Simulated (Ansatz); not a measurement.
The system is HfH4, a sheet with vacuum.

```
Hf H
1.0
     6.58632    0.00000    0.00000
     0.00000    6.58632    0.00000
     0.00000    0.00000   28.05924
Hf H
1 4
Direct
  0.50000 0.50000 0.28511
  0.27242 0.50000 0.32287
  0.72758 0.50000 0.32287
  0.50000 0.72758 0.24735
  0.50000 0.27242 0.24735
```

The cell was built by a generator and needn't be a form met in nature.

Base run:

```yaml
Program: Ansatz 0.2.0
Functional: PBE
Potentials_or_basis: all-electron LAPW, scalar-relativistic
Cutoff: 369 eV
Density_cutoff: 1477 eV
Basis_error_allowed: 0.001 eV/atom
k_mesh: 4 × 4 × 1
Occupations: fermi-dirac, width 0.05 eV
Spin: no spin polarisation
```

Its results: band gap on the k mesh 3.89 eV, direct; largest force 0.003 eV/Å.

Q: The run is repeated on the same cell with these changes: functional from PBE to LDA; basis error allowed from 0.001 eV/atom to 0.002 eV/atom. What comes out?

A: Band gap on the k mesh 3.56 eV, direct; largest force 0.117 eV/Å.

Caveats: spin-orbit coupling is left out, which moves the levels of the heavy elements.

A k mesh can miss the band edges.

Not every run made on this cell is shown here.
